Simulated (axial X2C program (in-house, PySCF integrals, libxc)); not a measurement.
# All-electron X2C curves of ZrBr, part 1 of 2

Aim: find the lowest determinant of ZrBr, scan the bond at several levels and fit the constants, once spin-free and once with spin–orbit coupling.

The runs use an in-house X2C program for linear molecules on PySCF integrals; all-electron X2C, Zr dyall-cv3z, Br dyall-cv3z.

All values are calculated.

## 1. Set-up

The input, task.json:

```json
{"zs": [40, 35], "q": 0, "bas": ["dyall-cv3z", "dyall-cv3z"], "levels": ["PBE0", "HF", "PW91"], "cc": true, "r0": 2.68, "thr": -1.0, "nmax": 90, "npts": 10, "nst": 2, "ntry": 6}
```

Keys: zs atomic numbers; q charge; bas basis sets; levels methods (HF also brings MP2); cc coupled cluster on or off; r0 starting distance in Å; thr threshold in hartree for freezing inner shells (an s shell follows its p shell); nmax most natural virtual spinors; npts points asked for on the curve; nst determinants followed; ntry starts of the search.

Command:

```
> python so2c.py task.json out
```

Spin-free means the one-electron spin-free X2C Hamiltonian; two-component (2c) means X2C with spin–orbit coupling and atomic mean-field two-electron Coulomb and Gaunt terms. Basis: Zr dyall-cv3z contracted to [11s12p9d6f3g], Br dyall-cv3z contracted to [8s9p6d4f1g]; Gaussian nuclei, density fitting. Masses: Zr 89.905 u, Br 78.918 u.

Notation: σ, π±, δ± give the projection m of an orbital's angular momentum (0, ±1, ±2), α and β its spin, Λ and M_S the sums; ω is the projection of a spinor's total angular momentum and Ω the sum. Logs are in hartree.

The results follow Hamiltonian by Hamiltonian and level by level.

## 2. Which state to follow

PBE0 moves the distance from 2.680 Å to 2.487 Å and compares determinants there.

Spin-free determinants:

| ΔE (eV) | state | open shells |
| --- | --- | --- |
| 0.00 | M_S = 3/2, Λ = 0 | beyond closed shells: σα, δ+α, δ-α |
| 0.14 | M_S = 3/2, Λ = 3 | beyond closed shells: σα, π+α, δ+α |
| 0.24 | M_S = 3/2, Λ = 1 | beyond closed shells: σα, π-α, δ+α |
| 0.39 | M_S = 1/2, Λ = 2 | beyond closed shells: δ+α |
| 0.62 | M_S = 3/2, Λ = 2 | beyond closed shells: 2 × σα, δ+α |
| 0.80 | M_S = 1/2, Λ = 1 | beyond closed shells: σα, π-β, δ+α |
| 0.80 | M_S = 1/2, Λ = 3 | beyond closed shells: σα, π+β, δ+α |

Two-component determinants:

```csv
ΔE (eV),state,open shells
0.00,Ω = 3/2,"excess of +ω over −ω: ω = 1/2, ω = -3/2, ω = 5/2"
0.06,Ω = 3/2,excess of +ω over −ω: ω = 3/2
0.22,Ω = 9/2,"excess of +ω over −ω: ω = 1/2, ω = 3/2, ω = 5/2"
0.23,Ω = 1/2,excess of +ω over −ω: ω = 1/2
0.25,Ω = 5/2,excess of +ω over −ω: ω = 5/2
0.58,Ω = 1/2,"excess of +ω over −ω: 2 × ω = -1/2, ω = 3/2"
0.67,Ω = 7/2,"excess of +ω over −ω: 2 × ω = 1/2, ω = 5/2"
```

## 3. PBE0, spin-free

State followed: M_S = 3/2, Λ = 0 (beyond closed shells: σα, δ+α, δ-α). The scan is laid around 2.487 Å, a first estimate of the minimum, and this SCF restarts from the orbitals of the search.

Output at 2.487 Å:

```text
spin-free X2C-1e  PBE0
basis functions 263  fitting functions 1311  grid points 5803
iter        total energy     max residual
   1      -6204.132589904     1.37e-05
   2      -6204.132589922     1.25e-05
   3      -6204.132589927     6.76e-06
   4      -6204.132589932     3.26e-06
   5      -6204.132589933     8.74e-07
converged
one-electron -9188.22962672  Coulomb 2893.80162035  exact exchange -51.06829850  xc functional -156.52454211  nuclear repulsion 297.88825705
```

Along the bond, energies from the lowest point:

```
R (Å)  E (eV)  μ (D)  HOMO (eV)  LUMO (eV)  iterations
2.164  0.8954  -2.75      -4.00      -1.54          13
2.263  0.3603  -3.14      -4.16      -1.68          12
2.338  0.1370  -3.45      -4.28      -1.80          12
2.412  0.0262  -3.79      -4.40      -1.91          12
2.487  0.0000  -4.14      -4.53      -2.02           5
2.574  0.0483  -4.57      -4.66      -2.15          12
2.661  0.1571  -5.03      -4.80      -2.29          12
2.773  0.3554  -5.63      -4.97      -2.48          12
2.910  0.6495  -6.38      -5.16      -2.71          13
```

Dipoles are positive if Br is the positive end.

Outer orbitals at the reference distance:

```json
{"symmetry": "σα", "occupied": "yes", "ε (eV)": "-34.53", "atomic character": "98% Zr p"}
{"symmetry": "π-α", "occupied": "yes", "ε (eV)": "-34.30", "atomic character": "100% Zr p"}
{"symmetry": "π+α", "occupied": "yes", "ε (eV)": "-34.30", "atomic character": "100% Zr p"}
{"symmetry": "σβ", "occupied": "yes", "ε (eV)": "-33.86", "atomic character": "98% Zr p"}
{"symmetry": "π-β", "occupied": "yes", "ε (eV)": "-32.29", "atomic character": "100% Zr p"}
{"symmetry": "π+β", "occupied": "yes", "ε (eV)": "-32.29", "atomic character": "100% Zr p"}
{"symmetry": "σβ", "occupied": "yes", "ε (eV)": "-21.27", "atomic character": "74% Br s, 8% Zr d, 8% Zr p"}
{"symmetry": "σα", "occupied": "yes", "ε (eV)": "-21.21", "atomic character": "74% Br s, 8% Zr d, 8% Zr p"}
{"symmetry": "σα", "occupied": "yes", "ε (eV)": "-9.16", "atomic character": "77% Br p, 12% Zr d, 5% Zr s"}
{"symmetry": "σβ", "occupied": "yes", "ε (eV)": "-9.10", "atomic character": "79% Br p, 10% Zr d, 5% Zr s"}
{"symmetry": "π-β", "occupied": "yes", "ε (eV)": "-8.26", "atomic character": "79% Br p, 9% Zr d, 5% Zr f"}
{"symmetry": "π+β", "occupied": "yes", "ε (eV)": "-8.26", "atomic character": "79% Br p, 9% Zr d, 5% Zr f"}
{"symmetry": "π+α", "occupied": "yes", "ε (eV)": "-8.25", "atomic character": "77% Br p, 11% Zr d, 5% Zr f"}
{"symmetry": "π-α", "occupied": "yes", "ε (eV)": "-8.25", "atomic character": "77% Br p, 11% Zr d, 5% Zr f"}
{"symmetry": "σα", "occupied": "yes", "ε (eV)": "-5.10", "atomic character": "68% Zr s, 25% Zr d, 4% Zr p"}
{"symmetry": "δ-α", "occupied": "yes", "ε (eV)": "-4.53", "atomic character": "100% Zr d"}
{"symmetry": "δ+α", "occupied": "yes", "ε (eV)": "-4.53", "atomic character": "100% Zr d"}
{"symmetry": "π+α", "occupied": "no", "ε (eV)": "-2.02", "atomic character": "74% Zr d, 19% Zr p, 3% Br p"}
{"symmetry": "π-α", "occupied": "no", "ε (eV)": "-2.02", "atomic character": "74% Zr d, 19% Zr p, 3% Br p"}
{"symmetry": "σα", "occupied": "no", "ε (eV)": "-1.99", "atomic character": "44% Zr d, 39% Zr p, 9% Zr s"}
{"symmetry": "σβ", "occupied": "no", "ε (eV)": "-1.86", "atomic character": "77% Zr s, 19% Zr p"}
```

PBE0 fields in the half plane through the axis: z from -2.4 to 4.8 Å across, distance from the axis 0.15 to 2.25 Å upwards; Zr lies at z = 0 and Br at z = 2.487 Å; the ELF is damped to zero where the density is low.

log10 density (e/bohr³). Ten even steps from ' ' (-4.63 ) to '@' (1.60 ):
```
......::::::----------::::::::::::::::::......    
....::::------------------------------::::::....  
..::::::----========----------======------::::..  
..::::----==============================----::....
..::::----==++++++++++======++++++++++====----::..
..::::--====++******++++++++++******++++====--::..
..::::--==++**######**++++++****####**++++==--::::
..::::--==**##%%@@%%****++++**##@@@@##**++==--::::
```

ELF. Ten even steps from '0' (0.00 ) to '9' (0.83 ):
```
0013567776421001111000000
0124577876421123443210000
0123457776421256776532000
0112235665212578998763100
0100013676202799999975310
0000015898413898669997410
1000169525823972433997520
1000499555854946492898520
```

Re = 2.477 Å, ωe = 275.9 cm⁻¹, ωexe = 0.635 cm⁻¹, Be = 0.06538 cm⁻¹, De = 4.45 eV, μ = -4.09 D.

## 4. HF, spin-free

Output at 2.487 Å:

```text
spin-free X2C-1e  HF
basis functions 263  fitting functions 1311  grid points 5803
iter        total energy     max residual
   1      -6200.812943326     2.67e-01
   2      -6200.845258293     1.04e-02
   3      -6200.846750487     3.79e-03
   4      -6200.847125571     1.87e-03
   5      -6200.847253994     1.50e-03
   6      -6200.847332821     1.28e-03
   7      -6200.847396358     1.01e-03
   8      -6200.847461656     6.77e-04
   9      -6200.847513598     1.35e-04
  10      -6200.847516482     2.09e-05
  11      -6200.847516520     1.05e-05
  12      -6200.847516529     4.88e-06
  13      -6200.847516530     1.90e-06
converged
one-electron -9187.19787036  Coulomb 2892.84569858  exact exchange -204.38360180  xc functional 0.00000000  nuclear repulsion 297.88825705
```

Re = 2.573 Å, ωe = 253.9 cm⁻¹, ωexe = 0.559 cm⁻¹, Be = 0.06061 cm⁻¹, De = 3.30 eV, μ = -4.97 D.

## 5. PW91, spin-free

The SCF at the reference distance of 2.487 Å:

```text
spin-free X2C-1e  PW91
basis functions 263  fitting functions 1311  grid points 5803
iter        total energy     max residual
   1      -6205.214387821     1.13e-01
   2      -6205.218697993     7.43e-03
   3      -6205.209941042     2.17e-02
   4      -6205.220489773     8.89e-04
   5      -6205.220514643     6.95e-04
   6      -6205.220524366     2.57e-04
   7      -6205.220526557     1.97e-05
   8      -6205.220526560     8.55e-06
   9      -6205.220526561     1.71e-06
converged
one-electron -9188.10458541  Coulomb 2893.65735129  exact exchange 0.00000000  xc functional -208.66154949  nuclear repulsion 297.88825705
```

Re = 2.473 Å, ωe = 275.0 cm⁻¹, ωexe = 0.654 cm⁻¹, Be = 0.0656 cm⁻¹, De = 4.60 eV, μ = -3.47 D.

## 6. Correlated methods, spin-free

Correlated methods: 11 electrons correlated (frozen shells, counted by type: Zr 4 s, 3 p, 1 d; Br 3 s, 2 p, 1 d), 323 virtual spinors in MP2, 90 natural virtuals in coupled cluster.

Output of the correlated part at 2.487 Å:

```text
correlated 11  virtual 323  natural virtual 90  E(MP2) -0.212797008  MP2 remainder -0.007237239
iter   CCSD correlation   residual
   1     -0.219052142   1.02e-01
   2     -0.224282055   4.80e-02
   3     -0.225892865   3.04e-02
   4     -0.226284997   2.18e-02
   5     -0.226714716   1.48e-02
   6     -0.226964482   8.99e-03
   7     -0.227031657   4.16e-03
   8     -0.227060157   2.19e-03
   9     -0.227054843   1.26e-03
  10     -0.227065381   5.69e-04
  11     -0.227064847   2.27e-04
  12     -0.227066304   1.08e-04
  13     -0.227066128   5.78e-05
  14     -0.227066501   3.11e-05
  15     -0.227066664   1.60e-05
  16     -0.227066767   1.01e-05
  17     -0.227066910   7.47e-06
  18     -0.227067035   5.00e-06
  19     -0.227067115   2.95e-06
  20     -0.227067170   1.71e-06
  21     -0.227067181   9.93e-07
(T) -0.010045206  T1 0.0279  D1 0.0664  max T2 0.119
```

T1 in the output is the amplitude norm over the root of the electron number; divide by √2 for the Lee–Taylor value.

MP2: Re = 2.516 Å, ωe = 267.9 cm⁻¹, Be = 0.06338 cm⁻¹, De = 4.13 eV.

CCSD: Re = 2.527 Å, ωe = 265.4 cm⁻¹, ωexe = 0.576 cm⁻¹, Be = 0.06281 cm⁻¹, De = 3.84 eV. T1 at Re = 0.020 (Lee–Taylor, the printed value over √2).

CCSD(T): Re = 2.523 Å, ωe = 266.7 cm⁻¹, ωexe = 0.577 cm⁻¹, Be = 0.06302 cm⁻¹, De = 3.91 eV. T1 at Re = 0.020 (Lee–Taylor, the printed value over √2).

## 7. A higher determinant, spin-free

State: M_S = 3/2, Λ = 3 (beyond closed shells: σα, π+α, δ+α).

Output at the reference distance:

```text
spin-free X2C-1e  PBE0
basis functions 263  fitting functions 1311  grid points 5803
iter        total energy     max residual
   1      -6204.127470128     1.14e-05
   2      -6204.127470137     1.00e-05
   3      -6204.127470140     3.98e-06
   4      -6204.127470141     2.00e-06
converged
one-electron -9187.89504321  Coulomb 2893.45066878  exact exchange -51.06643857  xc functional -156.50491419  nuclear repulsion 297.88825705
```

```
R (Å)  E above the lowest PBE0 point (eV)
2.164                               1.194
2.263                               0.601
2.338                               0.340
2.412                               0.196
2.487                               0.139
2.574                               0.157
2.661                               0.239
2.773                               0.408
2.910                               0.673
```

Re = 2.510 Å, ωe = 265.5 cm⁻¹, ωexe = 0.618 cm⁻¹, Be = 0.06366 cm⁻¹, μ = -3.54 D. Te = 0.14 eV.

(Continued in part 2 of 2.)
